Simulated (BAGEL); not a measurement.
# CH7AlOSi (SMILES [CH3][AlH][O][SiH3]): a chain of runs

Wanted: a single-point energy (HF/cc-pVDZ), then the energy (NEVPT2(2,2)/cc-pVDZ) of CH7AlOSi. 

The calculation is run with BAGEL 1.2.2.

2 further runs of the same task are left out: 2 set aside as unsound or not needed.

## 1. Starting point

The species is CH7AlOSi (11 atoms), meant as a singlet with charge 0. SMILES: `[CH3][AlH][O][SiH3]`. One bond was lengthened or shortened from a relaxed shape.

Bond lengths: C1–Al2 1.942 Å, Al2–O3 1.688 Å, O3–Si4 1.621 Å, C1–H5 1.093 Å, C1–H6 1.096 Å, C1–H7 0.930 Å, Al2–H8 1.582 Å, Si4–H9 1.488 Å, Si4–H10 1.489 Å, Si4–H11 1.488 Å. Some angles: C1–Al2–O3 119.8°, Al2–O3–Si4 169.7°, C1–Al2–H8 124.0°, O3–Al2–H8 116.2°, Al2–C1–H5 112.4°, Al2–C1–H6 110.3°, Al2–C1–H7 111.7°, O3–Si4–H9 110.1°, O3–Si4–H10 110.8°, O3–Si4–H11 110.2°.

## 2. A single-point energy at HF/cc-pVDZ (density fitting with svp-jkfit) (run 1)

input.json reads:

```json
{ "bagel": [

{
  "title": "molecule",
  "basis": "cc-pvdz.json",
  "df_basis": "svp-jkfit",
  "geometry": [
    { "atom": "C", "xyz": [    -3.14995802,     2.91254795,    -0.92941077 ] },
    { "atom": "Al", "xyz": [    -2.45472778,    -0.31642708,     0.67080931 ] },
    { "atom": "O", "xyz": [     0.48511915,    -1.54739468,     0.54041821 ] },
    { "atom": "Si", "xyz": [     3.42024177,    -2.29856081,     0.09255312 ] },
    { "atom": "H", "xyz": [    -1.79030007,     3.36116893,    -2.41757009 ] },
    { "atom": "H", "xyz": [    -3.05717247,     4.44058049,     0.46577403 ] },
    { "atom": "H", "xyz": [    -4.76513340,     2.96025597,    -1.61949529 ] },
    { "atom": "H", "xyz": [    -4.49241946,    -1.91551333,     2.16425987 ] },
    { "atom": "H", "xyz": [     4.87684267,    -1.96937052,     2.47474187 ] },
    { "atom": "H", "xyz": [     4.57826594,    -0.67169559,    -1.89109240 ] },
    { "atom": "H", "xyz": [     3.62319835,    -4.97932629,    -0.72928878 ] }
  ]
},

{ "title": "hf" },

{ "title": "print", "file": "orbitals.molden", "orbitals": true }

]}
```

The basis set cc-pVDZ is read from a file made from the Basis Set Exchange's data (not shown).

Launch:

```console
BAGEL_NUM_THREADS=1 BAGEL input.json > input.out
```

Output:

```text
* using 1 threads per process

  ===============================================================
  ===============================================================

  *** Geometry ***

  { "atom" : "C", "xyz" : [     -3.149958,      2.912548,     -0.929411 ] },
  { "atom" : "Al", "xyz" : [     -2.454728,     -0.316427,      0.670809 ] },
  { "atom" : "O", "xyz" : [      0.485119,     -1.547395,      0.540418 ] },
  { "atom" : "Si", "xyz" : [      3.420242,     -2.298561,      0.092553 ] },
  { "atom" : "H", "xyz" : [     -1.790300,      3.361169,     -2.417570 ] },
  { "atom" : "H", "xyz" : [     -3.057172,      4.440580,      0.465774 ] },
  { "atom" : "H", "xyz" : [     -4.765133,      2.960256,     -1.619495 ] },
  { "atom" : "H", "xyz" : [     -4.492419,     -1.915513,      2.164260 ] },
  { "atom" : "H", "xyz" : [      4.876843,     -1.969371,      2.474742 ] },
  { "atom" : "H", "xyz" : [      4.578266,     -0.671696,     -1.891092 ] },
  { "atom" : "H", "xyz" : [      3.623198,     -4.979326,     -0.729289 ] },

  Number of auxiliary basis functions:      534

  Since a DF basis is specified, we compute 2- and 3-index integrals:
    o Being stored without compression. Storage requirement is 0.042 GB

  Number of basis functions:       99
  Number of electrons      :       48

    * METHOD: MOLECULE                             0.33

  *** RHF ***

  === Nuclear Repulsion ===
   202.0232625744

      * DIIS with orbital gradients will be used.

  === RHF iteration (cc-pvdz.json) ===
      0       -647.41505191          0.01704018           0.10
      1       -647.60139423          0.01184528           0.09
      2       -647.72146970          0.00163345           0.09
      3       -647.72412695          0.00069508           0.09
      4       -647.72455980          0.00009242           0.09
      5       -647.72456934          0.00001536           0.09
      6       -647.72456966          0.00000437           0.10
      7       -647.72456969          0.00000130           0.09
      8       -647.72456969          0.00000053           0.09
      9       -647.72456969          0.00000011           0.09
     10       -647.72456969          0.00000004           0.09
     11       -647.72456969          0.00000002           0.09
     12       -647.72456969          0.00000000           0.10
    * SCF iteration converged.

    * Permanent dipole moment:
           (    0.270864,    -0.358179,     0.149523) a.u.

    * METHOD: HF                                   1.46

    * METHOD: PRINT                                0.03

  ===============================================================
```

It took 1.9 s on 1 thread of Arm Neoverse V1, shared host; peak memory 0.15 GiB.

## 3. The energy at NEVPT2(2,2)/cc-pVDZ (density fitting with svp-jkfit) (run 2)

calc.json reads:

```json
{ "bagel" : [

{
  "title" : "molecule",
  "basis" : "cc-pvdz.json",
  "df_basis" : "svp-jkfit",
  "angstrom" : false,
  "geometry" : [
    { "atom" : "C", "xyz" : [    -3.14995802,     2.91254795,    -0.92941077 ] },
    { "atom" : "Al", "xyz" : [    -2.45472778,    -0.31642708,     0.67080931 ] },
    { "atom" : "O", "xyz" : [     0.48511915,    -1.54739468,     0.54041821 ] },
    { "atom" : "Si", "xyz" : [     3.42024177,    -2.29856081,     0.09255312 ] },
    { "atom" : "H", "xyz" : [    -1.79030007,     3.36116893,    -2.41757009 ] },
    { "atom" : "H", "xyz" : [    -3.05717247,     4.44058049,     0.46577403 ] },
    { "atom" : "H", "xyz" : [    -4.76513340,     2.96025597,    -1.61949529 ] },
    { "atom" : "H", "xyz" : [    -4.49241946,    -1.91551333,     2.16425987 ] },
    { "atom" : "H", "xyz" : [     4.87684267,    -1.96937052,     2.47474187 ] },
    { "atom" : "H", "xyz" : [     4.57826594,    -0.67169559,    -1.89109240 ] },
    { "atom" : "H", "xyz" : [     3.62319835,    -4.97932629,    -0.72928878 ] }
  ]
},

{
  "title" : "hf"
},

{
  "title" : "nevpt2",
  "nstate" : 1,
  "nact" : 2,
  "nclosed" : 23,
  "active" : [14, 35],
  "maxiter" : 200,
  "natocc" : true,
  "ncore" : 12
},

{
  "title" : "print",
  "file" : "orbitals.molden",
  "orbitals" : true
}

]}
```

The basis set cc-pVDZ is read from a file made from the Basis Set Exchange's data (not shown).

Launch:

```console
BAGEL_NUM_THREADS=1 BAGEL calc.json > calc.out
```

Output:

```text
* using 1 threads per process

  ===============================================================
  ===============================================================

  *** Geometry ***

  { "atom" : "C", "xyz" : [     -3.149958,      2.912548,     -0.929411 ] },
  { "atom" : "Al", "xyz" : [     -2.454728,     -0.316427,      0.670809 ] },
  { "atom" : "O", "xyz" : [      0.485119,     -1.547395,      0.540418 ] },
[... 7 lines of this table left out ...]
  { "atom" : "H", "xyz" : [      3.623198,     -4.979326,     -0.729289 ] },

  Number of auxiliary basis functions:      534

  Since a DF basis is specified, we compute 2- and 3-index integrals:
    o Being stored without compression. Storage requirement is 0.042 GB

  Number of basis functions:       99
  Number of electrons      :       48

    * METHOD: MOLECULE                             0.33

  *** RHF ***

[... 11 lines left out ...]
    * SCF iteration converged.
[... 1 line left out ...]
    * Permanent dipole moment:
[... 22 lines left out ...]
      0  0      -647.72464771     1.63e-05      0.03

      1  0      -647.72480305     3.32e-05      0.35
[... 19 lines of this table left out ...]
     11  0      -647.73585386     4.36e-09      0.46

    * Second-order optimization converged. *

     guess   0:   closed 1.                   open ..

  === FCI iteration ===

      0  0      -647.72448658     8.08e-02      0.00
      1  0      -647.73585098     9.62e-04      0.00
      2  0 *    -647.73585386     1.34e-15      0.00

     * ci vector, state   0, <S^2> = 0.0000
       2.     0.9975368564
       .2    -0.0701442802

  === DF-NEVPT2 calculation ===

    * 3-index integral transformation done
    * assembly done

      NEVPT2 correlation energy:   -0.4791292572      0.26

          (+0)     -0.4260997975
          (+0)'    -0.0141776771
          (+1)     -0.0028451434
          (+1)'    -0.0000000000
          (+2)     -0.0001688541
          (-1)     -0.0259688709
          (-1)'     0.0000000000
          (-2)     -0.0098689142

      NEVPT2 total energy:       -648.2149831165

    * METHOD: NEVPT2                               6.07

    * METHOD: PRINT                                0.03

  ===============================================================
```

It took 8.1 s on 1 thread of Arm Neoverse V1, shared host; peak memory 0.15 GiB.

## 4. What came out

| quantity | value |
| --- | --- |
| run 1, HF/cc-pVDZ: total energy | -647.72457 Eh |
| run 1, HF/cc-pVDZ: dipole moment | 1.20 D |
| run 1, HF/cc-pVDZ: HOMO energy | -11.00 eV |
| run 1, HF/cc-pVDZ: LUMO energy | 2.06 eV |
| run 1, HF/cc-pVDZ: HOMO–LUMO gap | 13.06 eV |
| run 2, NEVPT2(2,2)/cc-pVDZ: total energy | -648.21498 Eh |
